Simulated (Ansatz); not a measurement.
# GaAs+ (quartet): the correlation ladder at distance Ga1–As2 = 4.949 Å, cc-pVDZ

Aim: climb from Hartree-Fock through coupled cluster and multireference methods for GaAs+ (quartet) at one geometry and basis, and see what each rung misses.

Method: cc-pVDZ, core rule «outside noble gas», up to 28 orbitals frozen; program: Ansatz 0.2.0, Gaussian basis.

The runs, in order: UHF; CCSD(T) on ROHF; CCSD(T) on UHF; BCCD(T) on ROHF; CISD as a restricted active space (open shells left free, so some higher excitations enter); CCSDT(Q) on ROHF; CCSDT(Q) on UHF; CASSCF and MRCISD+Q, 5 electrons in 5 orbitals; CASSCF and NEVPT2, 5 electrons in 5 orbitals; CASSCF and MRCISD+Q, 7 electrons in 8 orbitals; CASSCF and NEVPT2, 7 electrons in 8 orbitals; Full CI.

18 further runs of the same task are left out: 1 for a known fault of the program, 15 that didn't finish, 2 set aside as unsound or not needed. Runs told in other sessions of the task aren't counted.

### Step 1. The geometry

The geometry derives from a PBE0/def2-TZVP stationary point (not a proven minimum). One bond is set to the value named and the two fragments are kept rigid. No spin-orbit coupling is included. The filled d shell of Ga, As may be among the frozen orbitals whatever the setting's name suggests.

2 atoms, charge 1, spin multiplicity 4.

Atoms are counted from 1 here; the program's logs count them from 0.

No contacts short enough for the rule that draws bonds.

### Step 2. UHF

Input file in.yaml:

```yaml
crystal:
  periodic: [false, false, false]
  atoms:
    - {symbol: Ga, position_ang: [0.000000, 0.000000, 0.000000]}
    - {symbol: As, position_ang: [0.000000, 0.000000, 4.949000]}
basis:
  gaussian: {orbitals: cc-pVDZ}
total_charge: 1
magnetization: {spin_polarized: true, initial_magnetization: 3}
hamiltonian: {xc: hf}
output: {orbitals: {seedname: orbitals}}
```

Run with:

```bash
ansatz run in.yaml --threads 1 --pin off --events-out ev --progress --plain --max-ram 2393MiB
```

After this run come: CCSD(T) on ROHF; CCSD(T) on UHF; BCCD(T) on ROHF; CISD as a restricted active space (open shells left free, so some higher excitations enter); CCSDT(Q) on ROHF; CCSDT(Q) on UHF; CASSCF and MRCISD+Q, 5 electrons in 5 orbitals; CASSCF and NEVPT2, 5 electrons in 5 orbitals; CASSCF and MRCISD+Q, 7 electrons in 8 orbitals; CASSCF and NEVPT2, 7 electrons in 8 orbitals; Full CI.

Before running them: what should the planned runs give, taken together? Wanted: FCI from the RHF energy; RMP2 from FCI; UMP2 from FCI; RCCSD from FCI; RCCSD(T) from FCI; UCCSD(T) from FCI; RCCSDT(Q) from FCI; UCCSDT(Q) from FCI; NEVPT2 pair from FCI.

The runs gave:

| quantity | value |
| --- | --- |
| FCI from the ROHF energy | -2.9187 eV |
| RMP2 from FCI | +17.72 kcal/mol |
| UMP2 from FCI | +17.38 kcal/mol |
| RCCSD from FCI | +0.67 kcal/mol |
| RCCSD(T) from FCI | +0.18 kcal/mol |
| UCCSD(T) from FCI | -0.20 kcal/mol |
| RCCSDT(Q) from FCI | +0.01 kcal/mol |
| UCCSDT(Q) from FCI | -0.36 kcal/mol |
| NEVPT2 pair from FCI | +16.75 kcal/mol |
| MRCISD+Q pair from FCI | -1.04 kcal/mol |
| NEVPT2 valence from FCI | +9.86 kcal/mol |
| levels within 1 kcal/mol (43 meV) | RCCSD, UCCSD, RCCSD(T), UCCSD(T), BCCD(T), RCCSDT, UCCSDT, RCCSDT(Q), UCCSDT(Q) |
| T1 diagnostic | 0.004 |
| effectively unpaired electrons | 3.06 |

In words: RCCSD(T) lands +0.18 kcal/mol from the yardstick (0.3 % of the correlation energy). UCCSD(T), UCCSDT, UCCSDT(Q), MRCISD+Q pair, MRCISD+Q valence fall below full CI: unrestricted runs freeze a spin-polarised core, another one than full CI's, and coupled cluster isn't variational. One determinant dominates. Of the multireference levels listed MRCISD+Q valence comes nearest in total energy (-1.00 kcal/mol), which doesn't show that its space is the better one. These misses are within one basis, not against nature; the frozen cores of restricted and unrestricted runs differ, which can shift their rows.

Levels on UHF freeze UHF's core orbitals, full CI those of ROHF, so the U rows can settle a little off it for that reason alone.

With open shells the CI space here admits some higher excitations, so it is larger than plain CISD.
